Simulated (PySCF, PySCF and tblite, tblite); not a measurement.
# C₇H₁₂O: a path driven as rotation about a bond, and NMR exchange

How fast is rotation about a bond in C₇H₁₂O (`C=C(C=O)C(C)(C)C`), and when do the exchanging lines merge?

Programs: PySCF 2.14.0 with density-fitted response routines of our own, and tblite 0.8.0. All values are computed, except where a source is named. Atoms count from 0 throughout.

### 1 The starting structure

20 atoms, charge 0, multiplicity 1; geometry from: force field or distance geometry start.

Bonds of the start (Å): C0–C1 1.36, C0–H8 1.08, C0–H9 1.09, C1–C2 1.49, C1–C4 1.53, C2–H10 1.09, C2–O3 1.24, C4–C5 1.55, C4–C6 1.55, C4–C7 1.54, C5–H11 1.10, C5–H12 1.08, C5–H13 1.10, C6–H14 1.09, C6–H15 1.11, C6–H16 1.10, C7–H17 1.09, C7–H18 1.10, C7–H19 1.10.

### 2 GFN2-xTB relaxation, start minimum

The job: settings as JSON, then the geometry in Å.

```
{"job": {"xc": "GFN2-xTB", "basis": "xTB", "kind": "relax"}, "charge": 0, "multiplicity": 1}
C      1.860600    -0.531000     1.074300
C      1.099800    -0.033800     0.058700
C      1.912900     0.507100    -1.069500
O      1.411500     1.007800    -2.089800
C     -0.429500    -0.006000     0.017300
C     -0.946400    -0.821500    -1.196900
C     -0.932200     1.453000    -0.099700
C     -1.079100    -0.608400     1.278100
H      2.943500    -0.526800     1.058500
H      1.405800    -0.959300     1.972300
H      2.997000     0.450500    -0.962300
H     -2.040700    -0.870700    -1.198600
H     -0.645400    -0.386000    -2.142700
H     -0.562800    -1.851500    -1.164500
H     -0.634800     1.939000    -1.029800
H     -0.555000     2.062700     0.742700
H     -2.027000     1.493600    -0.056600
H     -0.801900    -0.070900     2.179900
H     -0.807200    -1.662000     1.412100
H     -2.174400    -0.575200     1.213500
```

Started as:

```
OMP_NUM_THREADS=1 python ens_run.py task.json out
```

One launch serves the whole session.

The log of the run:

```text
step      E/eV     max force
  0    -683.62383    3.143
  1    -683.67567    3.159
  2    -683.73966    0.446
  3    -683.75082    0.448
  4    -683.77382    0.593
  5    -683.79186    0.410
  6    -683.79899    0.242
  7    -683.80323    0.143
  8    -683.80543    0.133
  9    -683.80663    0.084
 10    -683.80764    0.085
 11    -683.80888    0.123
 12    -683.81022    0.136
 13    -683.81134    0.080
 14    -683.81218    0.074
 15    -683.81291    0.100
 16    -683.81355    0.096
 17    -683.81394    0.050
 18    -683.81409    0.022
 19    -683.81415    0.018
 20    -683.81419    0.017
 21    -683.81423    0.014
 22    -683.81426    0.011
 23    -683.81429    0.014
 24    -683.81433    0.020
 25    -683.81438    0.020
 26    -683.81444    0.021
 27    -683.81451    0.020
 28    -683.81457    0.020
 29    -683.81463    0.021
 30    -683.81467    0.019
 31    -683.81470    0.016
 32    -683.81473    0.014
 33    -683.81476    0.014
 34    -683.81480    0.014
 35    -683.81483    0.011
 36    -683.81485    0.009
 37    -683.81486    0.010
 38    -683.81488    0.012
 39    -683.81490    0.012
 40    -683.81491    0.008
 41    -683.81492    0.005
 42    -683.81492    0.005
 43    -683.81493    0.005
 44    -683.81493    0.006
 45    -683.81494    0.005
 46    -683.81494    0.005
 47    -683.81495    0.006
 48    -683.81496    0.008
 49    -683.81496    0.007
 50    -683.81497    0.004
 51    -683.81497    0.002
```

It took 0.18 s on 1 thread of AMD EPYC 9R45, shared host.

Relaxing gained 0.191 eV and moved the atoms by 0.06 Å on average (rms).

### 3 Relaxed scan, rotation

The job: settings as JSON, then the geometry in Å.

```
{"job": {"xc": "GFN2-xTB", "basis": "xTB", "coordinate": [["t", [0, 1, 2, 3], 0.25], ["t", [0, 1, 2, 10], 0.25], ["t", [4, 1, 2, 3], 0.25], ["t", [4, 1, 2, 10], 0.25]], "kind": "drive"}, "charge": 0, "multiplicity": 1}
C      1.802862    -0.524616     1.067669
C      1.072152    -0.035631     0.064265
C      1.815077     0.516916    -1.084228
O      1.359169     1.004499    -2.086483
C     -0.444337    -0.011131     0.028089
C     -0.921395    -0.814193    -1.189703
C     -0.911162     1.445734    -0.095163
C     -1.058993    -0.619857     1.290875
H      2.880722    -0.509415     1.026117
H      1.375940    -0.952759     1.956164
H      2.914295     0.446642    -0.950095
H     -2.008330    -0.822883    -1.223865
H     -0.551392    -0.373255    -2.110196
H     -0.569194    -1.842329    -1.127819
H     -0.540088     1.892272    -1.012503
H     -0.552875     2.031853     0.749257
H     -1.997864     1.485958    -0.107108
H     -0.759276    -0.066044     2.177655
H     -0.766998    -1.661313     1.405007
H     -2.143462    -0.579769     1.219030
```

The log of the run:

```text
point  coordinate     E/eV
  0    -75.200     -683.80260
  1    -60.300     -683.77307
  2    -45.400     -683.73387
  3    -30.300     -683.69619
  4    -15.200     -683.66195
  5     -0.100     -683.64124
  6     15.100     -683.64039
  7     30.300     -683.66088
  8     45.300     -683.71651
  9     60.200     -683.75039
 10     75.100     -683.76729
 11     90.000     -683.77045
```

It took 1.2 s on 1 thread of AMD EPYC 9R45, shared host.

The highest point is number 6, 3.7 kcal/mol above the first.

### 4 Nudged elastic band, leg 1

The job, as its differences from that of step 3:

```diff
@@ -1,2 +1,2 @@
-{"job": {"xc": "GFN2-xTB", "basis": "xTB", "coordinate": [["t", [0, 1, 2, 3], 0.25], ["t", [0, 1, 2, 10], 0.25], ["t", [4, 1, 2, 3], 0.25], ["t", [4, 1, 2, 10], 0.25]], "kind": "drive"}, "charge": 0, "multiplicity": 1}
+{"job": {"xc": "GFN2-xTB", "basis": "xTB", "kind": "neb"}, "charge": 0, "multiplicity": 1}
 C      1.802862    -0.524616     1.067669
```

The log of the run:

```text
image   E - E0 / eV
  0       0.0000
  1       0.0615
  2       0.1560
  3       0.1647
  4       0.1005
  5       0.0576
  6       0.0420
```

Run time: 1.1 s. Hardware: 1 thread of AMD EPYC 9R45, shared host.

The highest point is number 3, 3.8 kcal/mol above the first.

### 5 Saddle search, leg 1

The job: settings as JSON, then the geometry in Å.

```
{"job": {"xc": "GFN2-xTB", "basis": "xTB", "kind": "saddle"}, "charge": 0, "multiplicity": 1}
C      1.811070    -0.230442     1.182531
C      1.076668     0.009510     0.104971
C      1.793878     0.407749    -1.133798
O      2.433253     1.413814    -1.274620
C     -0.438607    -0.047204     0.023821
C     -0.884308    -0.837445    -1.212968
C     -0.933000     1.402612    -0.087484
C     -1.051940    -0.696833     1.265066
H      2.883516    -0.127668     1.151347
H      1.394900    -0.562190     2.116312
H      1.731435    -0.339495    -1.952194
H     -1.970158    -0.903443    -1.231542
H     -0.563217    -0.352812    -2.131158
H     -0.481126    -1.847829    -1.189074
H     -0.523761     1.883960    -0.973020
H     -0.620691     1.975068     0.783059
H     -2.018889     1.425848    -0.148368
H     -0.826361    -0.122320     2.159196
H     -0.679321    -1.710548     1.391618
H     -2.133339    -0.740332     1.156303
```

The log of the run:

```text
step      E/eV     max force
  0    -683.65025   0.0516
  1    -683.64520   0.2167
  2    -683.64881   0.0547
  3    -683.64663   0.0771
  4    -683.64456   0.1036
  5    -683.64299   0.1101
  6    -683.64175   0.0781
  7    -683.64038   0.1534
  8    -683.64119   0.0436
  9    -683.64055   0.0597
 10    -683.64011   0.0714
 11    -683.63994   0.0563
 12    -683.63997   0.0158
 13    -683.63997   0.0064
 14    -683.63997   0.0024
lowest wavenumbers (cm-1): -87.1 32.5 184.7 200.5 240.8 270.6
```

Wall time 3 s (1 thread of AMD EPYC 9R45, shared host).

Point group C1; 1 imaginary mode, 87i cm⁻¹, carried by O3, H10. Steps downhill from it reached both ends.

### 6 Shieldings, start: PBE0/pcSseg-1

The job: settings as JSON, then the geometry in Å.

```
{"job": {"kind": "nmr", "xc": "PBE0", "basis": "pcSseg-1", "pop": false}, "charge": 0, "multiplicity": 1}
C      1.802862    -0.524616     1.067669
C      1.072152    -0.035631     0.064265
C      1.815077     0.516916    -1.084228
O      1.359169     1.004499    -2.086483
C     -0.444337    -0.011131     0.028089
C     -0.921395    -0.814193    -1.189703
C     -0.911162     1.445734    -0.095163
C     -1.058993    -0.619857     1.290875
H      2.880722    -0.509415     1.026117
H      1.375940    -0.952759     1.956164
H      2.914295     0.446642    -0.950095
H     -2.008330    -0.822883    -1.223865
H     -0.551392    -0.373255    -2.110196
H     -0.569194    -1.842329    -1.127819
H     -0.540088     1.892272    -1.012503
H     -0.552875     2.031853     0.749257
H     -1.997864     1.485958    -0.107108
H     -0.759276    -0.066044     2.177655
H     -0.766998    -1.661313     1.405007
H     -2.143462    -0.579769     1.219030
```

The log of the run:

```text
coarse grid: 16128 points
cycle   1  E = -348.5077765064  dE =  9.628e-01  |g| = 8.099e-01  |ddm| = 3.895e+00
cycle   2  E = -348.1136983106  dE =  3.941e-01  |g| = 1.618e+00  |ddm| = 2.815e+00
cycle   3  E = -348.6385083367  dE = -5.248e-01  |g| = 2.121e-01  |ddm| = 2.279e+00
cycle   4  E = -348.6487457728  dE = -1.024e-02  |g| = 6.077e-02  |ddm| = 2.568e-01
cycle   5  E = -348.6495518655  dE = -8.061e-04  |g| = 1.782e-02  |ddm| = 7.752e-02
cycle   6  E = -348.6496200907  dE = -6.823e-05  |g| = 6.733e-03  |ddm| = 2.008e-02
cycle   7  E = -348.6496305452  dE = -1.045e-05  |g| = 2.219e-03  |ddm| = 8.131e-03
cycle   8  E = -348.6496315858  dE = -1.041e-06  |g| = 5.791e-04  |ddm| = 2.764e-03
final grid: 154128 points
cycle   9  E = -348.7109811018  dE = -6.150e-05  |g| = 1.282e-02  |ddm| = 5.173e-02
cycle  10  E = -348.7109135428  dE =  6.756e-05  |g| = 2.254e-02  |ddm| = 3.274e-02
cycle  11  E = -348.7110154608  dE = -1.019e-04  |g| = 3.547e-03  |ddm| = 2.338e-02
cycle  12  E = -348.7110180360  dE = -2.575e-06  |g| = 3.394e-04  |ddm| = 3.451e-03
cycle  13  E = -348.7110180560  dE = -1.999e-08  |g| = 1.912e-04  |ddm| = 6.372e-04
cycle  14  E = -348.7110180640  dE = -8.044e-09  |g| = 5.740e-05  |ddm| = 1.957e-04
cycle  15  E = -348.7110180648  dE = -7.650e-10  |g| = 2.013e-05  |ddm| = 7.384e-05
converged SCF energy = -348.7110180648

GIAO shielding tensors (ppm)
atom      isotropic    diamagn.    paramagn.     s11        s22        s33       span
  0 C       44.798     253.878    -209.079    -69.971     38.347    166.019    235.989
  1 C       19.834     266.449    -246.615    -93.155      4.237    148.419    241.573
  2 C      -13.123     243.389    -256.511    -95.126    -18.790     74.548    169.674
  3 O     -347.304     402.692    -749.996   -999.209   -395.178    352.474   1351.683
  4 C      149.642     241.706     -92.063    142.229    152.787    153.910     11.681
  5 C      158.244     248.743     -90.498    141.315    146.232    187.186     45.871
  6 C      158.247     248.739     -90.492    141.304    146.239    187.200     45.896
  7 C      155.085     249.341     -94.255    141.143    142.840    181.274     40.131
  8 H       25.613      31.031      -5.418     22.458     25.700     28.682      6.225
  9 H       25.037      32.956      -7.919     19.802     23.969     31.340     11.538
 10 H       21.907      28.214      -6.307     19.642     21.694     24.385      4.744
 11 H       30.838      31.945      -1.107     27.293     28.576     36.645      9.352
 12 H       29.180      31.863      -2.683     23.724     28.625     35.190     11.465
 13 H       31.093      31.953      -0.860     27.331     28.841     37.108      9.777
 14 H       29.180      31.862      -2.682     23.723     28.627     35.191     11.468
 15 H       31.093      31.952      -0.858     27.329     28.842     37.109      9.780
 16 H       30.838      31.943      -1.105     27.296     28.572     36.645      9.349
 17 H       30.529      32.650      -2.121     27.223     27.863     36.500      9.277
 18 H       30.529      32.648      -2.119     27.224     27.861     36.502      9.277
 19 H       30.661      31.874      -1.213     27.014     29.140     35.830      8.816
```

It took 16 s on 1 thread of AMD EPYC 9R45, shared host; peak memory 0.92 GiB.

In short: HOMO -7.37 eV, LUMO -1.72 eV; dipole 2.80 D.

### 7 Shieldings, saddle of leg 1: PBE0/pcSseg-1

The job: settings as JSON, then the geometry in Å.

```
{"job": {"kind": "nmr", "xc": "PBE0", "basis": "pcSseg-1", "pop": false}, "charge": 0, "multiplicity": 1}
C      1.812451    -0.222502     1.190195
C      1.079636     0.001017     0.110660
C      1.775187     0.351077    -1.158731
O      2.212347     1.430107    -1.446405
C     -0.436737    -0.037926     0.033119
C     -0.870699    -0.800620    -1.225320
C     -0.926867     1.413981    -0.055455
C     -1.054233    -0.709204     1.260456
H      2.886453    -0.140460     1.157469
H      1.388294    -0.500981     2.137990
H      1.885717    -0.508813    -1.854711
H     -1.955762    -0.872979    -1.257097
H     -0.539656    -0.288149    -2.125770
H     -0.461018    -1.808770    -1.224300
H     -0.488789     1.918323    -0.913515
H     -0.646565     1.962611     0.840722
H     -2.009895     1.437796    -0.154258
H     -0.841830    -0.143543     2.163557
H     -0.673791    -1.721033     1.379115
H     -2.134244    -0.759934     1.142279
```

The log of the run:

```text
coarse grid: 16128 points
cycle   1  E = -348.4920487011  dE =  9.684e-01  |g| = 8.217e-01  |ddm| = 3.892e+00
cycle   2  E = -348.1322225756  dE =  3.598e-01  |g| = 1.598e+00  |ddm| = 2.095e+00
cycle   3  E = -348.6266548238  dE = -4.944e-01  |g| = 2.024e-01  |ddm| = 1.604e+00
cycle   4  E = -348.6359592912  dE = -9.304e-03  |g| = 5.862e-02  |ddm| = 2.339e-01
cycle   5  E = -348.6366402250  dE = -6.809e-04  |g| = 2.277e-02  |ddm| = 7.192e-02
cycle   6  E = -348.6367556882  dE = -1.155e-04  |g| = 6.135e-03  |ddm| = 2.255e-02
cycle   7  E = -348.6367639942  dE = -8.306e-06  |g| = 1.859e-03  |ddm| = 6.064e-03
final grid: 154128 points
cycle   8  E = -348.6977823638  dE = -6.140e-05  |g| = 1.461e-02  |ddm| = 4.723e-02
cycle   9  E = -348.6976955678  dE =  8.680e-05  |g| = 2.577e-02  |ddm| = 3.202e-02
cycle  10  E = -348.6978257916  dE = -1.302e-04  |g| = 3.740e-03  |ddm| = 2.148e-02
cycle  11  E = -348.6978287059  dE = -2.914e-06  |g| = 3.623e-04  |ddm| = 2.792e-03
cycle  12  E = -348.6978287258  dE = -1.989e-08  |g| = 2.281e-04  |ddm| = 5.599e-04
cycle  13  E = -348.6978287380  dE = -1.227e-08  |g| = 5.866e-05  |ddm| = 2.550e-04
cycle  14  E = -348.6978287388  dE = -7.667e-10  |g| = 1.960e-05  |ddm| = 7.442e-05
converged SCF energy = -348.6978287388

GIAO shielding tensors (ppm)
atom      isotropic    diamagn.    paramagn.     s11        s22        s33       span
  0 C       74.990     252.150    -177.160    -23.028     73.989    174.009    197.037
  1 C       15.035     267.426    -252.391   -102.297     18.789    128.612    230.909
  2 C      -22.816     247.726    -270.542   -117.271    -47.505     96.327    213.598
  3 O     -397.858     398.183    -796.041  -1093.248   -457.709    357.382   1450.630
  4 C      147.819     242.729     -94.911    138.644    149.244    155.568     16.923
  5 C      157.743     248.988     -91.245    143.746    147.418    182.065     38.318
  6 C      155.153     248.699     -93.546    134.358    147.280    183.821     49.464
  7 C      157.150     248.746     -91.596    143.430    145.018    183.003     39.573
  8 H       26.678      29.831      -3.153     23.837     25.883     30.314      6.476
  9 H       26.569      32.893      -6.324     23.640     24.846     31.222      7.582
 10 H       20.981      28.590      -7.608     17.750     20.524     24.671      6.921
 11 H       30.632      31.638      -1.006     27.097     28.659     36.139      9.042
 12 H       30.333      31.591      -1.258     26.348     28.360     36.292      9.944
 13 H       30.376      31.708      -1.331     26.570     27.981     36.578     10.008
 14 H       30.325      31.889      -1.564     26.210     28.893     35.872      9.663
 15 H       30.824      31.990      -1.166     27.274     28.414     36.785      9.512
 16 H       30.760      31.772      -1.012     27.143     28.432     36.705      9.562
 17 H       30.289      32.506      -2.217     26.902     27.956     36.008      9.105
 18 H       30.487      32.140      -1.653     27.456     27.553     36.452      8.997
 19 H       30.763      31.665      -0.903     27.379     28.805     36.105      8.726
```

Wall time 19 s (1 thread of AMD EPYC 9R45, shared host); peak memory 0.92 GiB.

In short: HOMO -7.34 eV, LUMO -0.81 eV; dipole 2.78 D.

The fields below are evaluated on a grid from the run's orbitals.

Frontier orbitals at PBE0/pcSseg-1, with the share of their density that lies nearest to each atom:

```
orbital  energy (eV)                     lies on
   HOMO        -7.34  O3 60 %; H10 13 %; C1 11 %
   LUMO        -0.81   C2 40 %; O3 32 %; H10 9 %
```

ELF in a plane through or near 8 of the atoms.

Values, 10 rows by 14 columns:
```
0.00 0.00 0.00 0.00 0.00 0.00 0.00 0.00 0.00 0.00 0.00 0.00 0.00 0.00
0.00 0.00 0.00 0.00 0.00 0.00 0.00 0.00 0.00 0.00 0.00 0.00 0.00 0.00
0.00 0.00 0.00 0.03 0.01 0.01 0.08 0.86 0.22 0.02 0.00 0.00 0.00 0.00
0.00 0.00 0.22 0.23 0.31 0.32 0.05 0.76 0.30 0.37 0.29 0.00 0.00 0.00
0.00 0.00 0.19 0.57 0.28 0.71 0.15 0.56 0.57 0.10 0.04 0.00 0.00 0.00
0.00 0.00 0.01 0.04 0.24 0.37 0.57 0.29 0.77 0.36 0.88 0.48 0.00 0.00
0.00 0.00 0.89 1.00 0.87 0.34 0.29 0.10 0.38 0.58 0.96 0.77 0.00 0.00
0.00 0.00 0.55 0.96 0.55 0.99 0.99 0.02 0.88 0.68 0.06 0.01 0.00 0.00
0.00 0.00 0.00 0.01 0.02 0.84 0.75 0.00 0.05 0.03 0.00 0.00 0.00 0.00
0.00 0.00 0.00 0.00 0.00 0.00 0.00 0.00 0.00 0.00 0.00 0.00 0.00 0.00
```
The map spans 10.5 Å across and 10.0 Å up, centred on the molecule. Atoms in the plane (x, y in Å): C0 (-1.6, -1.5), C1 (-1.0, -0.3), C2 (-2.0, 0.9), C4 (0.4, 0.0), C7 (1.3, -1.2), H8 (-2.6, -1.6), H9 (-1.0, -2.4), H19 (2.4, -0.9).

log10 of the density (e/Å³) in the same plane.

Values, 10 rows by 14 columns:
```
-4.0 -4.0 -4.0 -4.0 -4.0 -4.0 -4.0 -4.0 -4.0 -4.0 -4.0 -4.0 -4.0 -4.0
-4.0 -4.0 -4.0 -4.0 -4.0 -4.0 -3.7 -3.4 -3.6 -4.0 -4.0 -4.0 -4.0 -4.0
-4.0 -4.0 -2.8 -2.1 -2.0 -2.3 -2.0 -1.4 -1.8 -2.3 -2.9 -3.9 -4.0 -4.0
-4.0 -3.2 -1.6 -0.8 -0.4 -0.9 -1.3 -0.6 -0.8 -1.2 -1.7 -3.0 -4.0 -4.0
-4.0 -3.1 -1.5 -0.5  1.3  0.0 -0.7 -0.2 -0.3 -1.0 -1.7 -2.8 -3.8 -4.0
-4.0 -3.6 -2.2 -1.4 -0.6  0.8  0.3  0.3  0.1 -0.5 -0.8 -1.9 -3.2 -4.0
-4.0 -3.3 -1.5 -0.2  0.2  0.8 -0.5 -0.8  0.3  0.1 -0.4 -1.6 -3.0 -4.0
-4.0 -3.5 -1.9 -1.0 -0.6  0.1 -0.3 -1.3 -0.6 -0.8 -1.7 -2.7 -3.8 -4.0
-4.0 -4.0 -3.4 -2.7 -2.2 -1.5 -1.6 -2.4 -2.3 -2.5 -3.0 -4.0 -4.0 -4.0
-4.0 -4.0 -4.0 -4.0 -3.9 -3.5 -3.6 -3.9 -4.0 -4.0 -4.0 -4.0 -4.0 -4.0
```
The map spans 10.5 Å across and 10.0 Å up, centred on the molecule. Atoms in the plane (x, y in Å): C0 (-1.6, -1.5), C1 (-1.0, -0.3), C2 (-2.0, 0.9), C4 (0.4, 0.0), C7 (1.3, -1.2), H8 (-2.6, -1.6), H9 (-1.0, -2.4), H19 (2.4, -0.9).

On the surface of density 0.002 e/bohr³ the electrostatic potential runs, from the 1st to the 99th percentile, from -1.60 V near O3 to 0.84 V near H9.

### 8 Shieldings, end: PBE0/pcSseg-1

The job: settings as JSON, then the geometry in Å.

```
{"job": {"kind": "nmr", "xc": "PBE0", "basis": "pcSseg-1", "pop": false}, "charge": 0, "multiplicity": 1}
C      1.812415    -0.335273     1.140475
C      1.072521     0.051437     0.100360
C      1.799157     0.606390    -1.060454
O      2.992599     0.764640    -1.115051
C     -0.439505    -0.037770     0.016607
C     -0.827344    -0.951758    -1.154199
C     -1.016708     1.368298    -0.198588
C     -1.042533    -0.615570     1.300065
H      2.884287    -0.225597     1.090053
H      1.410190    -0.757808     2.042585
H      1.167043     0.883824    -1.923888
H     -1.909509    -1.050219    -1.203550
H     -0.480649    -0.557721    -2.105480
H     -0.397306    -1.941710    -1.017385
H     -0.668606     1.809028    -1.128657
H     -0.725950     2.023760     0.619639
H     -2.102932     1.321219    -0.232609
H     -0.800242     0.007087     2.157748
H     -0.680593    -1.624872     1.479807
H     -2.125507    -0.657010     1.207899
```

The log of the run:

```text
coarse grid: 16128 points
cycle   1  E = -348.5012684447  dE =  9.601e-01  |g| = 8.184e-01  |ddm| = 3.896e+00
cycle   2  E = -348.1298238757  dE =  3.714e-01  |g| = 1.602e+00  |ddm| = 2.705e+00
cycle   3  E = -348.6343301500  dE = -5.045e-01  |g| = 2.071e-01  |ddm| = 2.141e+00
cycle   4  E = -348.6440796255  dE = -9.749e-03  |g| = 5.828e-02  |ddm| = 2.610e-01
cycle   5  E = -348.6448046304  dE = -7.250e-04  |g| = 1.883e-02  |ddm| = 7.890e-02
cycle   6  E = -348.6448795682  dE = -7.494e-05  |g| = 6.112e-03  |ddm| = 1.929e-02
cycle   7  E = -348.6448875795  dE = -8.011e-06  |g| = 2.283e-03  |ddm| = 6.999e-03
final grid: 154128 points
cycle   8  E = -348.7064936759  dE = -7.109e-05  |g| = 1.495e-02  |ddm| = 6.658e-02
cycle   9  E = -348.7063989532  dE =  9.472e-05  |g| = 2.651e-02  |ddm| = 3.873e-02
cycle  10  E = -348.7065400575  dE = -1.411e-04  |g| = 3.823e-03  |ddm| = 2.737e-02
cycle  11  E = -348.7065430124  dE = -2.955e-06  |g| = 4.316e-04  |ddm| = 3.283e-03
cycle  12  E = -348.7065430407  dE = -2.827e-08  |g| = 2.787e-04  |ddm| = 6.925e-04
cycle  13  E = -348.7065430595  dE = -1.885e-08  |g| = 6.865e-05  |ddm| = 3.210e-04
cycle  14  E = -348.7065430606  dE = -1.095e-09  |g| = 2.104e-05  |ddm| = 8.950e-05
cycle  15  E = -348.7065430607  dE = -1.013e-10  |g| = 2.603e-06  |ddm| = 1.765e-05
converged SCF energy = -348.7065430607

GIAO shielding tensors (ppm)
atom      isotropic    diamagn.    paramagn.     s11        s22        s33       span
  0 C       57.256     252.691    -195.435    -49.350     42.403    178.713    228.063
  1 C       27.936     264.197    -236.262    -90.553     27.843    146.518    237.071
  2 C       -7.739     247.164    -254.904    -99.167    -21.722     97.670    196.837
  3 O     -332.395     395.956    -728.350   -970.219   -424.387    397.422   1367.641
  4 C      150.930     241.752     -90.822    142.892    154.420    155.478     12.586
  5 C      157.388     248.109     -90.720    140.353    146.472    185.340     44.987
  6 C      157.656     248.104     -90.448    141.141    146.510    185.317     44.177
  7 C      155.810     248.630     -92.820    143.166    143.560    180.702     37.537
  8 H       24.874      30.981      -6.107     23.027     23.379     28.216      5.189
  9 H       25.999      32.925      -6.926     22.274     24.313     31.410      9.136
 10 H       21.508      30.429      -8.921     19.173     19.700     25.653      6.480
 11 H       30.566      31.454      -0.888     27.030     28.407     36.261      9.231
 12 H       29.954      31.477      -1.523     25.509     28.098     36.255     10.746
 13 H       30.778      31.392      -0.615     26.813     28.462     37.057     10.243
 14 H       29.982      31.464      -1.482     25.499     28.160     36.287     10.788
 15 H       30.791      31.376      -0.585     26.854     28.432     37.086     10.232
 16 H       30.584      31.443      -0.859     27.041     28.430     36.281      9.241
 17 H       30.420      32.307      -1.888     27.069     27.804     36.386      9.317
 18 H       30.401      32.321      -1.920     27.057     27.789     36.357      9.300
 19 H       30.701      31.603      -0.902     27.078     29.096     35.929      8.850
```

Run time: 16 s. Hardware: 1 thread of AMD EPYC 9R45, shared host; peak memory 0.94 GiB.

This run: HOMO -7.35 eV, LUMO -1.72 eV; dipole 3.15 D.

[end of part 1 of 2]
